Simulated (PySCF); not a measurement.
# MP2/STO-3G run of CH5AlOS (SMILES [CH3][Al]([OH])[SH])

Aim: a structure relaxation of CH5AlOS. Input form: a Python script.

The results are computed with PySCF 2.14.0.

2 further runs of the same task are left out: 2 set aside as unsound or not needed.

### 1 The structure to begin with

The species is CH5AlOS (9 atoms), meant as a singlet with charge 0. As SMILES, `[CH3][Al]([OH])[SH]`. Geometry: relaxed at PBE0-D4/def2-TZVP. This is one conformer, not always the lowest. The run starts from this shape.

Bond lengths: C1–Al2 1.937 Å, Al2–O3 1.694 Å, Al2–S4 2.192 Å, C1–H5 1.094 Å, C1–H6 1.094 Å, C1–H7 1.092 Å, O3–H8 0.955 Å, S4–H9 1.344 Å. Some angles: C1–Al2–O3 119.7°, C1–Al2–S4 123.0°, O3–Al2–S4 117.4°, Al2–C1–H5 111.2°, Al2–C1–H6 111.3°, Al2–C1–H7 111.0°, Al2–O3–H8 124.5°, Al2–S4–H9 92.9°, H5–C1–H6 107.0°, H5–C1–H7 108.1°.

### 2 A structure relaxation at MP2/STO-3G

job.py reads:

```python
# [CH3][Al]([OH])[SH]
from pyscf import gto, mp
from pyscf.geomopt.geometric_solver import kernel as optimise

system = gto.M(
    atom='''
C       -0.068100       0.820400      -1.117800
Al       0.233100      -0.407800       0.349600
O        1.608100      -1.396500       0.346400
S       -1.137500      -0.593400       2.050300
H       -1.009200       0.601800      -1.630500
H       -0.128400       1.853800      -0.764400
H        0.739400       0.759000      -1.850700
H        1.824100      -2.025500       1.032100
H       -1.973200       0.342000       1.567800
''',
    verbose=3,
    max_memory=1860,
    charge=0,
    spin=0,
    basis='sto-3g',
)

hf = system.RHF()
hf.conv_tol = 1e-10
hf.kernel()
if not hf.converged:
    hf = hf.newton().run(hf.mo_coeff, hf.mo_occ)
pt = mp.MP2(hf, frozen=12).run()
converged, mol_eq = optimise(pt, maxsteps=60, convergence_set='GAU_TIGHT')
print('converged:', converged)
print(mol_eq.tostring())

hf.reset(mol_eq)
system = mol_eq
hf.kernel()
if not hf.converged:
    hf = hf.newton().run(hf.mo_coeff, hf.mo_occ)
pt = mp.MP2(hf, frozen=12).run()
e_final = pt.e_tot
print('E(%s) = %.9f' % ('MP2', e_final))
```

On the command line:

```sh
$ OMP_NUM_THREADS=1 python job.py
```

**Question.** What will come out? Wanted: total energy at the end; dipole moment; HOMO energy; LUMO energy; HOMO–LUMO gap; correlation energy.

**Answer.** As computed:

At MP2/STO-3G, 12 core orbitals frozen:

| quantity | value |
| --- | --- |
| total energy at the end | -746.58470 Eh |
| dipole moment (Hartree–Fock density) | 0.64 D |
| HOMO energy (Hartree–Fock orbitals) | -7.06 eV |
| LUMO energy (Hartree–Fock orbitals) | 9.44 eV |
| HOMO–LUMO gap (Hartree–Fock orbitals) | 16.49 eV |
| correlation energy (12 core orbitals frozen) | -140.0 mEh |

**Reading.** At the final geometry: Bond lengths: C1–Al2 1.909 Å, Al2–O3 1.689 Å, Al2–S4 2.108 Å, C1–H5 1.102 Å, C1–H6 1.102 Å, C1–H7 1.101 Å, O3–H8 1.012 Å, S4–H9 1.346 Å. Some angles: C1–Al2–O3 117.7°, C1–Al2–S4 123.2°, O3–Al2–S4 119.1°, Al2–C1–H5 112.3°, Al2–C1–H6 112.3°, Al2–C1–H7 112.0°, Al2–O3–H8 106.5°, Al2–S4–H9 94.2°, H5–C1–H6 106.3°, H5–C1–H7 106.8°. The optimisation took 10 steps and changed the energy by -0.345 eV. Mulliken charges of the mean-field density run from -0.49 on O3 to +0.96 on Al2.
